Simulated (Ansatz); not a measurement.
Here is an Ansatz 0.2.0 calculation.

input

```
crystal:
  lattice:
    - [4.01594, 0.0, 0.0]
    - [-2.00797, 3.47791, 0.0]
    - [0.0, 0.0, 4.4042]
  atoms:
    - { symbol: Zn, position: [0.0, 0.0, 0.5] }
    - { symbol: Ga, position: [0.66667, 0.33333, 0.0] }
    - { symbol: P, position: [0.33333, 0.66667, 0.5] }
hamiltonian:
  xc: { exchange: pbe, correlation: pbe, exx: { coeff: 0.15, omega: 0.2 } }
  pseudopotentials: { kind: paw }
kpoints:
  mp_grid: { grid: [4, 4, 3] }
scf:
  occupations: { method: fermi_dirac, width: 0.05 }
output:
  forces: true
  stress: true
  eigenvalues: true
```

Q: Predict the pressure.

A: 1.2 GPa.

Stress tensor (GPa, compression positive):
```
1.41 0.00 0.00
0.00 1.41 0.00
0.00 0.00 0.63
```

Caveat: the k mesh is coarse (spacing up to 0.48 Å⁻¹), so the values aren't converged, least of all with exact exchange; the PAW data sets come from PBE, with cores solved anew for the run's functional, which leaves a small shift of forces and pressure; the thresholds are loose for stress.
